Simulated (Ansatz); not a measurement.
# Ga3Sb under changes of volume

One of the cells (22.186 Å³/atom); the others are scaled copies at fixed shape and fractional positions:

```
Sb Ga
1.0
    -2.15880    2.15880    4.76048
     2.15880   -2.15880    4.76048
     2.15880    2.15880   -4.76048
Sb Ga
1 3
Direct
  0.00000 0.00000 0.00000
  0.50000 0.50000 0.00000
  0.25000 0.75000 0.50000
  0.75000 0.25000 0.50000
```

The cell comes from a database or a generator and needn't be the stable form of this composition.

- Program: Ansatz 0.2.0
- Functional: PBE
- Potentials or basis: Ansatz PAW
- Cutoff: 420 eV (not typed: the program's choice for these potentials)
- k mesh: 9 × 9 × 9
- Occupations: fermi-dirac, width 0.05 eV
- Spin: no spin polarisation

```csv
volume (Å³/atom),energy over the lowest point (meV/atom),pressure (GPa)
20.855,7.50,2.5
21.298,2.23,1.4
21.742,0.00,0.3
22.186,0.44,-0.6
22.630,3.21,-1.4
23.073,8.04,-2.1
23.517,?,?
```

Task: What does the run at 23.517 Å³/atom give?

Result: Energy over the lowest point 14.71 meV/atom; pressure -2.7 GPa.

Worked out: A Birch-Murnaghan fit of order 3 (a polynomial in V^(-2/3)) to the other rows has its minimum at 21.89 Å³/atom with B0 = V·E''(V) = 46 GPa and B' = 5.5 at fixed shape and positions, which overstates the stiffness. It gives 14.67 meV/atom at 23.517 Å³/atom, against the run's 14.71, and -dE/dV = -2.7 GPa, against -2.7.

Energies are extrapolated to zero smearing.
